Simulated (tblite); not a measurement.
# C2H8FNSi2: the cost of one run

Programs: PySCF 2.14.0 with density-fitted response routines of our own, and tblite 0.8.0. All values are computed, except where a source is named. Atoms count from 0 throughout.

## Step 1: The starting structure

14 atoms, charge 0, multiplicity 1; geometry from: force field or distance geometry start.

Bonds of the start (Å): C0–C1 1.34, C0–H6 1.09, C0–H7 1.08, C1–H8 1.10, C1–Si2 1.82, N3–H10 1.01, N3–H11 1.01, Si2–H9 1.48, Si2–N3 1.71, Si2–Si4 2.36, Si4–F5 1.61, Si4–H12 1.49, Si4–H13 1.50.

## Step 2: GFN2-xTB relaxation, start minimum

The job: settings as JSON, then the geometry in Å.

```
{"job": {"xc": "GFN2-xTB", "basis": "xTB", "kind": "relax"}, "charge": 0, "multiplicity": 1}
C      2.435200    -0.000400    -0.719100
C      1.386300    -0.253800     0.081400
Si    -0.328400     0.313700    -0.142000
N     -0.486400     1.762400     0.758800
Si    -1.887500    -1.377700     0.363100
F     -3.388000    -0.818300     0.179200
H      2.327400     0.597800    -1.627900
H      3.424900    -0.369900    -0.479800
H      1.555100    -0.849000     0.991400
H     -0.511500     0.764400    -1.542900
H      0.250600     2.394600     0.486400
H     -1.363800     2.215900     0.531100
H     -1.717000    -1.846500     1.767200
H     -1.697600    -2.533600    -0.565900
```

Command:

```
$ OMP_NUM_THREADS=1 python ens_run.py task.json out
```

This one command runs the whole study; its stages follow in the order run.

Q: Estimate the wall time of this first job on 1 thread of Intel Xeon at 2.60GHz, shared host.

About 2.9 s.
